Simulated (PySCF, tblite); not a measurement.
# C₅H₁₁BrOSi: geometry, infrared bands and NMR shifts

Wanted: the infrared bands and NMR shifts of C₅H₁₁BrOSi (`C[SiH](C)C(=O)CCBr`), by calculation.

Computed with tblite 0.8.0 and PySCF 2.14.0, with density-fitted response routines of our own, on a single molecule in the gas phase. Atoms are numbered from 0 throughout.

**1. The starting structure**

19 atoms, charge 0, multiplicity 1; geometry from: force field or distance geometry start.

Bonds of the start (Å): C0–Si1 1.85, Si1–C2 1.86, Si1–C3 1.90, C3–O4 1.24, C3–C5 1.50, C5–C6 1.52, C6–Br7 1.95, C0–H8 1.10, C0–H9 1.10, C0–H10 1.09, Si1–H11 1.48, C2–H12 1.10, C2–H13 1.09, C2–H14 1.11, C5–H15 1.09, C5–H16 1.09, C6–H17 1.09, C6–H18 1.10.

**2. Optimising the geometry with GFN2-xTB**

Job settings and geometry (Å):

```
{"job": {"kind": "relax", "xc": "GFN2-xTB", "basis": "xTB"}, "charge": 0, "multiplicity": 1}
C     -1.880200     1.788500    -0.217800
Si    -1.157200     0.096500    -0.413500
C     -2.287900    -1.207900     0.288400
C      0.552700     0.006100     0.418400
O      0.584000     0.194800     1.641400
C      1.741900    -0.310000    -0.442400
C      3.016300    -0.340100     0.386300
Br     4.541900    -0.738500    -0.756400
H     -2.035500     2.035500     0.839300
H     -2.861600     1.853500    -0.717300
H     -1.234600     2.549100    -0.652800
H     -0.993500    -0.177300    -1.858100
H     -2.466900    -1.050900     1.366100
H     -1.875900    -2.207000     0.143300
H     -3.273200    -1.162600    -0.212700
H      1.821100     0.460400    -1.205700
H      1.588000    -1.275200    -0.923500
H      3.224000     0.614200     0.864700
H      2.987100    -1.119900     1.162600
```

On the command line:

```sh
$ OMP_NUM_THREADS=1 python probes_run.py task.json out
```

One launch serves the whole session: the jobs run in the order shown.

**Question.** This job is followed by: GFN2-xTB harmonic vibrations, gas phase; GIAO PBE0/pcSseg-1 NMR shielding, non-relativistic, gas phase. Predict these results of the whole session: strongest single infrared mode (GFN2-xTB); zero-point energy (GFN2-xTB); 13C shifts against TMS (PBE0/pcSseg-1, means over atoms taken as alike); 1H shifts against TMS (PBE0/pcSseg-1, means over atoms taken as alike); 29Si shifts against TMS (PBE0/pcSseg-1); 17O shifts against H2O (PBE0/pcSseg-1); 79Br shifts against HBr (PBE0/pcSseg-1); surface potential, 1st and 99th percentile.

As calculated:

| quantity | value |
| --- | --- |
| strongest single infrared mode (GFN2-xTB) | 2189 cm⁻¹, 308 km/mol |
| zero-point energy (GFN2-xTB) | 91.3 kcal/mol |
| 13C shifts against TMS (PBE0/pcSseg-1, means over atoms taken as alike) | 251.2, 62.6, 40.4, -5.6 ppm |
| 1H shifts against TMS (PBE0/pcSseg-1, means over atoms taken as alike) | 4.66, 3.64, 3.20, 0.20 ppm |
| 29Si shifts against TMS (PBE0/pcSseg-1) | -37.2 ppm |
| 17O shifts against H2O (PBE0/pcSseg-1) | 803.1 ppm |
| 79Br shifts against HBr (PBE0/pcSseg-1) | 247 ppm |
| surface potential, 1st and 99th percentile | -1.36 V and 1.27 V |

**Reading.** Over 47 steps the energy fell by 0.149 eV; of the close pairs, C0–Si1 changed most, 1.850 to 1.898 Å. The lowest mode is slightly imaginary (2i cm⁻¹), a soft motion within the noise of the Hessian, so the minimum is not strictly shown. The strongest single mode, at 2189 cm⁻¹, moves mainly H11. Unscaled tight-binding wavenumbers are off by several per cent, some by more. Its intensities can rank the bands wrongly. C6 stands next to heavy halogen, whose spin-orbit shielding this run leaves out, so the computed shift lies too far downfield, most of all for carbon beside Br or I. At PBE0/pcSseg-1: The widest tensor belongs to O4: span 1717 ppm, with a paramagnetic part of -870 ppm. At PBE0/pcSseg-1, counted by nearest atom on the grid, the HOMO lies on O4 45 %; C3 15 %, the LUMO on C3 44 %; O4 29 %. Spin-orbit coupling is left out, which matters for shieldings and couplings at and beside the heavy atoms.
